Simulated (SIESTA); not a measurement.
Runs of SIESTA 5.4.2 on Ag. The cell holds a slab with vacuum, 5 atoms: a = 2.889 Å, b = 2.889 Å, c = 24.437 Å, α = 90.00°, β = 90.00°, γ = 120.00°. 

```tsv
level	potentials or basis	gap on the mesh (eV)	largest force (eV/Å)
RPBE	PseudoDojo 0.4 standard (PBE files), DZP (energy shift 0.003 Ry; two zetas on semicore shells)	none	0.36
WC	PseudoDojo 0.4 standard (PBEsol files), DZP (energy shift 0.003 Ry; two zetas on semicore shells)	none	0.14
PW91	PseudoDojo 0.4 standard (PBE files), DZP (energy shift 0.003 Ry; two zetas on semicore shells)	none	0.16
PBEsol	PseudoDojo 0.4 standard (PBEsol files), DZP (energy shift 0.003 Ry; two zetas on semicore shells)	none	0.16
BLYP	PseudoDojo 0.4 standard (PBE files), DZP (energy shift 0.003 Ry; two zetas on semicore shells)	none	(a)
```

Alike in all rows: task single point; no spin polarisation; cell as given; k mesh 11 × 11 × 1; smearing fermi-dirac 0.05 eV; grid cutoff 800 Ry; energy shift 0.003 Ry.

Q: Estimate the missing entries.

A: (a) 0.48.

Caveats: the basis of atomic orbitals isn't converged, which shifts pressures, moduli and gaps; the potentials were made for another functional, which shifts forces and pressure (some runs).

A k mesh can miss the band edges, and the runs leave out spin-orbit coupling on Ag.

A gap of «none» marks a metal or a gap under the smearing width.

Not every run made on this cell is shown here.
